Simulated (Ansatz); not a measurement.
## Al, space group P6_3/mmc: relaxations under a series of pressures, step by step

Computed with the Python package of Ansatz (0.2.0).

Typed at the interpreter:
```pycon
>>> import ansatz as az
>>> import numpy as np
>>> params = {
...     'functional': 'pbesol',
...     'cutoff_ev': 450,
...     'mesh': (9, 9, 3),
...     'smearing_width': 0.1,
...     'tolerance': 1e-10,
... }
>>> def edges_and_angles(cell):
...     cell = np.asarray(cell)
...     a, b, c = np.linalg.norm(cell, axis=1)
...     cosines = cell[1] @ cell[2] / (b * c), cell[0] @ cell[2] / (a * c), cell[0] @ cell[1] / (a * b)
...     return (a, b, c, *np.degrees(np.arccos(cosines)))
...
>>> al = (
...     az.Lattice.from_parameters(2.827077, 2.827077, 9.185993, alpha=90, beta=90, gamma=120)
...     .space_group(194)
...     .atom('Al', [0.0, 0.0, 0.0])
...     .atom('Al', [1 / 3, 2 / 3, 0.25])
... )
>>> calc = (
...     al.calculation()
...     .functional(params['functional'])
...     .basis(params['cutoff_ev'])
...     .kpoints(*params['mesh'])
...     .occupations(az.OccupationsMethod.FERMI_DIRAC, width=params['smearing_width'])
...     .scf(tolerance=params['tolerance'])
... )
>>> # H = F + PV, with 1 GPa A^3 = 1/160.21766 eV
>>> rows = []
>>> for pressure in [0, 2, 4, 6, 8]:
...     result = calc.relax(cell=True, pressure=pressure, force_tolerance=0.05).run(threads=1)
...     cell = result.lattice.cell_ang
...     n_atoms = len(result.lattice.sites)
...     volume = abs(np.linalg.det(cell)) / n_atoms
...     enthalpy = result.report['free_energy_ev'] / n_atoms + pressure * volume / 160.21766
...     rows.append((pressure, volume, enthalpy, *edges_and_angles(cell)))
...     print(f'{pressure} GPa done: {volume:.4f} A^3/atom')
...
0 GPa done: 16.2177 A^3/atom
2 GPa done: 15.8446 A^3/atom
4 GPa done: 15.5140 A^3/atom
6 GPa done: 15.2174 A^3/atom
8 GPa done: 14.9479 A^3/atom
>>> print(' P (GPa)  V (A^3/atom)  H (eV/atom)     a       b       c')
 P (GPa)  V (A^3/atom)  H (eV/atom)     a       b       c
>>> for row in rows:
...     print('{:8.1f} {:12.4f} {:14.5f} {:7.4f} {:7.4f} {:7.4f}'.format(*row[:6]))
...
     0.0      16.2177     -524.54076  2.8279  2.8279  9.3666
     2.0      15.8446     -524.34070  2.8069  2.8069  9.2889
     4.0      15.5140     -524.14502  2.7881  2.7881  9.2181
     6.0      15.2174     -523.95326  2.7710  2.7710  9.1534
     8.0      14.9479     -523.76504  2.7554  2.7554  9.0936
>>> p, v = np.array([row[0] for row in rows], float), np.array([row[1] for row in rows])
>>> print('mean bulk modulus between rows (GPa):', np.round(-np.diff(p) / np.diff(np.log(v)), 1))
mean bulk modulus between rows (GPa): [ 85.9  94.9 103.6 111.9]
```

The volume falls from 16.22 Å³ an atom at 0 GPa to 14.95 at 8 GPa, by 7.8 %. Between 0 and 2 GPa, -V dP/dV is about 86 GPa, a mean over that step.

Notes:
- Absolute energies stand on the zero of these potentials, so only differences at equal settings mean something.
- At a fixed pressure a relaxation lowers the enthalpy F + PV, while F alone can rise.
- The mesh is modest for a metal, so energies can be off by several to tens of meV an atom and pressures by half a GPa or more; differences at equal mesh fare better.
- This isn't the structure that Al takes at ambient conditions.
- Symmetry holds the cell in this phase, whether or not it is the stable one at each pressure.
- Run time: 23 s on 1 thread of Arm Neoverse V2, with other jobs on the host, peak memory 0.39 GiB.
